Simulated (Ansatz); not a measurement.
# H4C3S2: the cost of one run

All numbers below are computed with Ansatz 0.2.0 (DFT PBE+D3(BJ), plane waves, PAW, scalar-relativistic, no spin polarisation).

## 1. The structure to begin with

The cell holds 27 atoms (C9H12S6): a = 8.173 Å, b = 8.173 Å, c = 8.173 Å, α = 90.00°, β = 90.00°, γ = 90.00°.

The coordinates stand in the first input below.

## 2. Preparing the start

input.yaml reads:

```yaml
crystal:
  lattice:
    - [8.173302, 0.0, 0.0]
    - [0.0, 8.173302, 0.0]
    - [0.0, 0.0, 8.173302]
  atoms:
    - { symbol: S, position: [0.2823274, 0.1474209, 0.1639841] }
    - { symbol: C, position: [0.0918754, 0.1544432, 0.1513159] }
    - { symbol: S, position: [-0.0985766, 0.1614656, 0.1386477] }
    - { symbol: S, position: [0.2477302, 0.4380483, 0.528628] }
    - { symbol: C, position: [0.4146832, 0.4403561, 0.621381] }
    - { symbol: S, position: [0.5816363, 0.4426639, 0.714134] }
    - { symbol: S, position: [-0.0007047, 0.9828623, 0.5455684] }
    - { symbol: C, position: [0.059847, 0.8738768, 0.4008707] }
    - { symbol: S, position: [0.1203987, 0.7648912, 0.2561731] }
    - { symbol: C, position: [0.5699361, 0.6849507, 0.1760599] }
    - { symbol: C, position: [0.6177355, 0.8245181, 0.1059642] }
    - { symbol: H, position: [0.5449049, 0.6772259, 0.3061723] }
    - { symbol: H, position: [0.5541333, 0.5734457, 0.1058289] }
    - { symbol: H, position: [0.6335383, 0.9360231, 0.1761952] }
    - { symbol: H, position: [0.6427667, 0.8322429, -0.0241482] }
    - { symbol: C, position: [0.9278806, 0.603627, 0.8807015] }
    - { symbol: C, position: [0.9540233, 0.5000403, 0.7571554] }
    - { symbol: H, position: [0.8592935, 0.716045, 0.8641642] }
    - { symbol: H, position: [0.9741346, 0.5797011, 1.0027818] }
    - { symbol: H, position: [0.9077694, 0.5239663, 0.6350751] }
    - { symbol: H, position: [1.0226104, 0.3876224, 0.7736927] }
    - { symbol: C, position: [0.4308395, 0.9775892, 0.7700677] }
    - { symbol: C, position: [0.4302617, 0.9772568, 0.6067373] }
    - { symbol: H, position: [0.4311482, 1.090639, 0.8396027] }
    - { symbol: H, position: [0.4310243, 0.8648233, 0.8400627] }
    - { symbol: H, position: [0.4300769, 1.0900227, 0.5367423] }
    - { symbol: H, position: [0.429953, 0.864207, 0.5372023] }
basis:
  ecutwfc: 420.0
kpoints:
  mp_grid: { grid: [1, 1, 1] }
hamiltonian:
  xc: pbe
  dispersion: d3bj
scf:
  occupations: { method: fermi_dirac, width: 0.02 }
  lower_state_search: "off"
relax:
  f_tol: 0.3
  max_steps: 15
  adjacent_minimum: "off"
output:
  write_density: true
  write_potential: true
  elf: true
  volumetric_format: npy
```

Run with:

```sh
ansatz run input.yaml --threads 1 --pin off --max-ram 3072MiB --backend cpu --events-out ev --progress --plain --runs-dir out
```

**Question.** How long does this run take on 1 thread of Arm Neoverse V1, shared host, and how much memory does it need?

About 55 s, with a peak of 0.53 GiB.
